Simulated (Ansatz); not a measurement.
# Al: the cost of one run

Program: Ansatz 0.2.0. Level of theory: DFT LDA+D3(BJ), scalar-relativistic, plane waves, PAW. These are calculated values, not measurements.

27 further runs of the same task are left out: 27 set aside as unsound or not needed.

## Step 1: The structure to begin with

Symmetry: Fm-3m, No. 225, cubic system. Conventional cell: a = 4.048 Å, b = 4.048 Å, c = 4.048 Å, α = 90.00°, β = 90.00°, γ = 90.00°. Around Al (site symmetry m-3m) lie 12 Al at 2.86 Å.

Structure file:

```cif
data_structure
_symmetry_space_group_name_H-M 'Fm-3m'
_symmetry_Int_Tables_number 225
_cell_length_a 4.0480
_cell_length_b 4.0480
_cell_length_c 4.0480
_cell_angle_alpha 90.000
_cell_angle_beta 90.000
_cell_angle_gamma 90.000
_cell_volume 66.33
loop_
_atom_site_label
_atom_site_type_symbol
_atom_site_symmetry_multiplicity
_atom_site_Wyckoff_symbol
_atom_site_fract_x
_atom_site_fract_y
_atom_site_fract_z
_atom_site_occupancy
Al1 Al 4 a 0.00000 0.00000 0.00000 1
```

The structure comes from the Crystallography Open Database.

## Step 6: Plan of the scan

The energy is mapped over volume and the cell's shape.

- volume per atom: 7 values from 12.70 to 17.53 Å³
- c/a of the conventional cell: 9 values from 0.629 to 1.167

Nothing else is relaxed (symmetry fixes all fractional coordinates). Energies count from the relaxed crystal. Points are written as (first, second).

(The set-up runs are not shown.)

## Step 7: The run at (17.53 Å³, 0.734)

The input, input.yaml:

```yaml
crystal:
  lattice:
    - [0.0, 2.2855592948, 1.6782861902]
    - [2.2855592948, 0.0, 1.6782861902]
    - [2.2855592948, 2.2855592948, 0.0]
  atoms:
    - { symbol: Al, position: [0.0, 0.0, 0.0] }
basis:
  ecutwfc: 420
kpoints:
  mp_grid: { grid: [22, 22, 22] }
hamiltonian:
  xc: lda
  pseudopotentials: { kind: paw, azcp: { folder: soft_1 } }
  dispersion: d3bj
scf:
  occupations: { method: gaussian, width: 0.15 }
output:
  forces: true
  stress: true
  eigenvalues: true
```

The run is started by

```
$ ansatz run input.yaml --threads 1 --pin off --max-ram 2048MiB --backend cpu --events-out ev --progress --plain --runs-dir out
```

What time and memory should one allow on 1 thread of Arm Neoverse N1, shared host?

About 9.6 s, with a peak of 0.36 GiB.
